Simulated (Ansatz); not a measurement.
# TiC+ (doublet): from Hartree-Fock to the top rungs, def2-QZVPP

One table from this session's results is given with a row withheld; the runs are named, their logs left out.

Computed with Ansatz 0.2.0, Gaussian basis. Level: def2-QZVPP, core rule «outside noble gas», up to 10 orbitals frozen.

The runs, in order: UHF; ROHF; CCSD(T) on UHF.

2 further runs of the same task are left out: 2 set aside as unsound or not needed.

## What is computed

The geometry is a PBE0/def2-TZVP stationary point (not a proven minimum) of the parent state, kept for this charge and spin.

2 atoms, charge 1, spin multiplicity 2.

Atoms are counted from 1 here; the program's logs count them from 0.

Bond lengths: Ti1–C2 1.579 Å.

Set-up of the first run:

Input file in.yaml:

```yaml
crystal:
  periodic: [false, false, false]
  atoms:
    - {symbol: Ti, position_ang: [0.000000, 0.000000, 0.000000]}
    - {symbol: C, position_ang: [0.000000, 0.000000, 1.578870]}
basis:
  gaussian: {orbitals: "def2-QZVPP.json"}
total_charge: 1
magnetization: {spin_polarized: true, initial_magnetization: 1}
hamiltonian: {xc: hf}
output: {orbitals: {seedname: orbitals}}
```

Run with:

```bash
$ ansatz run in.yaml --threads 1 --pin off --events-out ev --progress --plain --max-ram 4096MiB --backend cpu
```

Among the steps run: UHF; ROHF; CCSD(T) on UHF.

One of the session's tables, all rows but one given; the rest of the session is left out.

It belongs to the step «Misses and costs». 

```
  method  from UCCSD(T) (kJ/mol)
    ROHF                  +794.5
     UHF                  +696.8
    UMP2                       ?
   UCCSD                   +50.8
UCCSD(T)                       0
```

Q: Estimate the row for UMP2 from the others.

The run gave: from UCCSD(T) (kJ/mol): +201.8. In the column «from UCCSD(T) (kJ/mol)» it lies between UCCSD (+50.8) and UHF (+696.8).

Limits of these values: The determinant is far from a pure spin state, so its energy mixes those of several spin states (harmless only where they are near-degenerate, as at dissociation).
